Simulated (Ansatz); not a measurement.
# SiAsH₃+ (doublet): the correlation ladder, cc-pVDZ

An exercise on one series of results from a longer session: the logs are not shown, and one member is left open.

The runs use Ansatz 0.2.0, Gaussian basis; cc-pVDZ, core rule «outside noble gas», up to 19 orbitals frozen.

Plan: UHF; CCSD(T) on ROHF; CCSD(T) on UHF; BCCD(T) on ROHF; CISD; CCSDT(Q) on ROHF; CCSDT(Q) on UHF.

17 further runs of the same task are left out: 7 that didn't finish, 10 set aside as unsound or not needed.

## The geometry

The geometry is a PBE0/def2-TZVP stationary point (not a proven minimum) of the parent state, kept for this charge and spin. No spin-orbit coupling is included. The filled d shell of As may be among the frozen orbitals whatever the setting's name suggests; the logs give the count.

5 atoms, charge 1, spin multiplicity 2.

Atoms are counted from 1 here; the program's logs count them from 0.

Bond lengths: Si1–As2 2.166 Å, Si1–H3 1.483 Å, Si1–H4 1.483 Å, As2–H5 1.527 Å. Angles: As2–Si1–H3 126.6°, As2–Si1–H4 122.0°, H3–Si1–H4 111.4°, Si1–As2–H5 88.3°.

The first run:

Input file in.yaml:

```yaml
crystal:
  periodic: [false, false, false]
  atoms:
    - {symbol: Si, position_ang: [0.000000, 0.017809, 1.534798]}
    - {symbol: As, position_ang: [0.000000, -0.026897, -0.630834]}
    - {symbol: H, position_ang: [0.000000, 1.226230, 2.395086]}
    - {symbol: H, position_ang: [0.000000, -1.223246, 2.346849]}
    - {symbol: H, position_ang: [0.000000, 1.500097, -0.617182]}
basis:
  gaussian: {orbitals: cc-pVDZ}
total_charge: 1
magnetization: {spin_polarized: true, initial_magnetization: 1}
hamiltonian: {xc: hf}
output: {orbitals: {seedname: orbitals}}
```

Run with:

```console
$ ansatz run in.yaml --threads 1 --pin off --events-out ev --progress --plain --max-ram 2393MiB
```

Steps of the session up to this table: UHF; CCSD(T) on ROHF; CCSD(T) on UHF; BCCD(T) on ROHF; CISD; CCSDT(Q) on ROHF; CCSDT(Q) on UHF.

One table of the session follows, with a row left open; its other results are not shown here.

```
   method  from UCCSDT(Q) (kcal/mol)
     ROHF                    +135.98
      UHF                    +134.33
     RMP2                     +28.62
     UMP2                     +28.89
     CISD                     +15.11
    RCCSD                      +4.71
    UCCSD                      +4.64
 RCCSD(T)                      +0.96
 UCCSD(T)                      +0.93
  BCCD(T)                      +0.95
   RCCSDT                      +0.23
   UCCSDT                          ?
RCCSDT(Q)                      +0.04
UCCSDT(Q)                          0
```

Estimate the missing values for UCCSDT.

As computed: from UCCSDT(Q) (kcal/mol): +0.19. In the column «from UCCSDT(Q) (kcal/mol)» it lies between RCCSDT(Q) (+0.04) and RCCSDT (+0.23).

To keep in mind: Restricted and unrestricted rows rest on different reference determinants; where their highest levels disagree by more than a few hundredths of an eV, they describe different states and don't form one ladder.
